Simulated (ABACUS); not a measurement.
# SiSe in ABACUS: the effect of functional

Crystal: SiSe.

```
CELL_PARAMETERS angstrom
3.59520 0.00000 0.00000
-1.79760 3.11353 0.00000
0.00000 0.00000 3.59873
ATOMIC_POSITIONS crystal
Si 0.66667 0.33333 0.50000
Se 0.00000 0.00000 0.00000
```

The cell was built by a generator and needn't be a form met in nature.

Alike in all runs:

| Property | Result |
| --- | --- |
| Program | ABACUS 3.10.1 |
| Task | single point |
| Potentials or basis | PseudoDojo NC SR 0.4.1 PBE standard |
| Cutoff | 1361 eV |
| Density cutoff | 5442 eV |
| Basis | DZP LCAO (the cutoffs set its grid) |
| k mesh | 9 × 9 × 7 |
| Occupations | fermi-dirac, width 0.05 eV |
| Spin | no spin polarisation |

| functional | pressure (GPa) |
| --- | --- |
| LDA | -1.8 |
| PBE | 1.7 |
| PBEsol | -1.2 |
| AM05 | -1.7 |
| revPBE | ? |

Problem. What does the run with functional revPBE give?

Solution. Pressure 2.5 GPa.

Caveats: the atomic orbitals were generated for these runs and aren't a published set; the basis of atomic orbitals isn't converged, which shifts pressures, moduli and gaps; the potentials were made for another functional, which shifts forces and pressure (some runs).
